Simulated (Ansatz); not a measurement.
**BBr₂HO: basis-set convergence**

The task here is to estimate one member of a computed series from the others.

Program: Ansatz 0.2.0, Gaussian basis. Level of theory: one geometry, several basis sets. These are calculated values, not measurements.

The runs, in order: PBE0-D4/def2-SVP; ωB97M-V/def2-SVP; PBE0-D4/def2-QZVPP; ωB97M-V/def2-QZVPP; the functionals' def2-TZVPP values are taken from earlier runs.

## The geometry

An earlier PBE0-D4 in a triple-zeta def2 set relaxation fixed the geometry.

5 atoms, charge 0, spin multiplicity 1.

Atoms are counted from 1 here; the program's logs count them from 0.

Bond lengths: O1–B2 1.337 Å, O1–H5 0.963 Å, B2–Br3 1.906 Å, B2–Br4 1.925 Å. Angles: B2–O1–H5 113.7°, O1–B2–Br3 118.7°, O1–B2–Br4 121.2°, Br3–B2–Br4 120.1°.

Geometry (Å):

```
O     0.3155    0.9996    0.3576
B     0.1026   -0.2814    0.0392
Br    1.2186   -1.6164    0.8184
Br   -1.2987   -0.7869   -1.1804
H    -0.2882    1.6113   -0.0762
```

The first run:

The input, in.yaml:

```yaml
crystal:
  periodic: [false, false, false]
  atoms:
    - {symbol: O, position_ang: [0.315479, 0.999622, 0.357554]}
    - {symbol: B, position_ang: [0.102605, -0.281395, 0.039197]}
    - {symbol: Br, position_ang: [1.218578, -1.616378, 0.818351]}
    - {symbol: Br, position_ang: [-1.298702, -0.786895, -1.180371]}
    - {symbol: H, position_ang: [-0.288158, 1.611346, -0.076232]}
basis:
  gaussian: {orbitals: def2-SVP}
hamiltonian: {xc: pbe0, dispersion: d4}
output: {orbitals: {seedname: orbitals}}
```

Steps of the session up to this table: PBE0-D4 in def2-SVP; ωB97M-V in def2-SVP; PBE0-D4 in def2-QZVPP; ωB97M-V in def2-QZVPP.

One of the session's tables, all rows but one given; the rest of the session is left out.

It belongs to the step «Functionals by basis». 

```
functional       basis  HOMO (eV)
   PBE0-D4    def2-SVP      -8.18
   PBE0-D4  def2-TZVPP          ?
   PBE0-D4  def2-QZVPP      -8.36
   ωB97M-V    def2-SVP     -10.36
   ωB97M-V  def2-TZVPP     -10.54
   ωB97M-V  def2-QZVPP     -10.56
```

Q: Estimate the row for PBE0-D4, def2-TZVPP from the others.

As computed: HOMO (eV): -8.34. In the column «HOMO (eV)» it lies between PBE0-D4, def2-QZVPP (-8.36) and PBE0-D4, def2-SVP (-8.18).
